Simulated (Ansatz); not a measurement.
# C₃H₁₀GaN: small, medium and large basis sets

An exercise on one series of results from a longer session: the logs are not shown, and one member is left open.

Method: one geometry, several basis sets; program: Ansatz 0.2.0, Gaussian basis.

Levels to be run: PBE0-D4/def2-SVP; ωB97M-V/def2-SVP; PBE0-D4/def2-QZVPP; ωB97M-V/def2-QZVPP; the functionals' def2-TZVPP values are taken from earlier runs.

## The geometry

The geometry comes from an earlier relaxation with PBE0-D4 in a triple-zeta def2 set; it is a stationary point, not always the lowest conformer.

15 atoms, charge 0, spin multiplicity 1.

Atoms are counted from 1 here; the program's logs count them from 0.

Bond lengths: C1–C2 1.511 Å, C1–H6 1.093 Å, C1–H7 1.093 Å, C1–H8 1.092 Å, C2–N3 1.444 Å, C2–H9 1.102 Å, C2–H10 1.102 Å, N3–C4 1.443 Å, N3–Ga5 1.825 Å, C4–H11 1.092 Å, C4–H12 1.100 Å, C4–H13 1.100 Å, Ga5–H14 1.558 Å, Ga5–H15 1.564 Å. Angles: C2–C1–H6 111.5°, C2–C1–H7 111.5°, C2–C1–H8 109.9°, H6–C1–H7 107.8°, H6–C1–H8 108.0°, H7–C1–H8 108.0°, C1–C2–N3 114.7°, C1–C2–H9 109.1°, C1–C2–H10 109.1°, N3–C2–H9 109.1°, N3–C2–H10 109.1°, H9–C2–H10 105.4°, C2–N3–C4 111.6°, C2–N3–Ga5 128.1°, C4–N3–Ga5 120.3°, N3–C4–H11 110.8°, N3–C4–H12 111.5°, N3–C4–H13 111.5° and more.

The first run:

The input, in.yaml:

```yaml
crystal:
  periodic: [false, false, false]
  atoms:
    - {symbol: C, position_ang: [0.390510, 1.318253, -1.372083]}
    - {symbol: C, position_ang: [-0.079007, -0.073005, -1.014769]}
    - {symbol: N, position_ang: [-0.103896, -0.355803, 0.400949]}
    - {symbol: C, position_ang: [-0.563135, -1.697872, 0.666084]}
    - {symbol: Ga, position_ang: [0.358892, 0.748238, 1.778939]}
    - {symbol: H, position_ang: [1.409783, 1.499989, -1.022358]}
    - {symbol: H, position_ang: [-0.254825, 2.084052, -0.934639]}
    - {symbol: H, position_ang: [0.378662, 1.447086, -2.456313]}
    - {symbol: H, position_ang: [0.565647, -0.811143, -1.519269]}
    - {symbol: H, position_ang: [-1.086804, -0.230954, -1.432284]}
    - {symbol: H, position_ang: [-0.576477, -1.898698, 1.738884]}
    - {symbol: H, position_ang: [-1.579915, -1.859537, 0.279411]}
    - {symbol: H, position_ang: [0.085924, -2.447281, 0.190081]}
    - {symbol: H, position_ang: [0.857239, 2.200089, 1.515087]}
    - {symbol: H, position_ang: [0.197422, 0.076585, 3.182299]}
basis:
  gaussian: {orbitals: def2-SVP}
hamiltonian: {xc: pbe0, dispersion: d4}
output: {orbitals: {seedname: orbitals}}
```

Run with:

```console
> ansatz run in.yaml --threads 4 --pin off --events-out ev --progress --plain --max-ram 11315MiB
```

Among the steps run: PBE0-D4 in def2-SVP; ωB97M-V in def2-SVP; PBE0-D4 in def2-QZVPP; ωB97M-V in def2-QZVPP.

One table of the session follows, with a row left open; its other results are not shown here.

It belongs to the step «Functionals by basis». 

```
functional       basis  HOMO (eV)
   PBE0-D4    def2-SVP      -6.28
   PBE0-D4  def2-TZVPP      -6.33
   PBE0-D4  def2-QZVPP      -6.34
   ωB97M-V    def2-SVP          ?
   ωB97M-V  def2-TZVPP      -8.59
   ωB97M-V  def2-QZVPP      -8.60
```

Q: Estimate the row for ωB97M-V, def2-SVP from the others.

The run gave: HOMO (eV): -8.52. In the column «HOMO (eV)» it lies between ωB97M-V, def2-TZVPP (-8.59) and PBE0-D4, def2-QZVPP (-6.34).
